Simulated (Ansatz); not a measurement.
## Mg3Te under changes of volume

One of the cells (24.177 Å³/atom); the others are scaled copies at fixed shape and fractional positions:

```
Te Mg
1.0
    -2.13936    2.13936    5.28249
     2.13936   -2.13936    5.28249
     2.13936    2.13936   -5.28249
Te Mg
1 3
Direct
  0.00000 0.00000 0.00000
  0.25000 0.75000 0.50000
  0.75000 0.25000 0.50000
  0.50000 0.50000 0.00000
```

The cell comes from a database or a generator and needn't be the stable form of this composition.

- Program: Ansatz 0.2.0
- Functional: r2SCAN
- Potentials or basis: Ansatz PAW
- Cutoff: 500 eV (not typed: the program's choice for these potentials)
- k mesh: 9 × 9 × 9
- Occupations: fermi-dirac, width 0.05 eV
- Spin: no spin polarisation

| volume (Å³/atom) | energy over the lowest point (meV/atom) | pressure (GPa) |
| --- | --- | --- |
| 22.727 | 5.34 | 1.9 |
| 23.210 | 1.27 | 0.9 |
| 23.694 | 0.00 | 0.0 |
| 24.177 | ? | ? |
| 24.661 | 4.75 | -1.5 |
| 25.144 | 10.30 | -2.1 |
| 25.628 | 17.68 | -2.7 |

**Question.** What does the run at 24.177 Å³/atom give?

**Answer.** Energy over the lowest point 1.24 meV/atom; pressure -0.8 GPa.

Worked out: A Birch-Murnaghan fit of order 3 (a polynomial in V^(-2/3)) to the other rows has its minimum at 23.69 Å³/atom with B0 = V·E''(V) = 41 GPa and B' = 4.2 at fixed shape and positions, which overstates the stiffness. It gives 1.24 meV/atom at 24.177 Å³/atom, against the run's 1.24, and -dE/dV = -0.8 GPa, against -0.8.

Energies are extrapolated to zero smearing.

Caveats: the PAW data sets come from PBE, with cores solved anew for the run's functional, which leaves a small shift of forces and pressure.
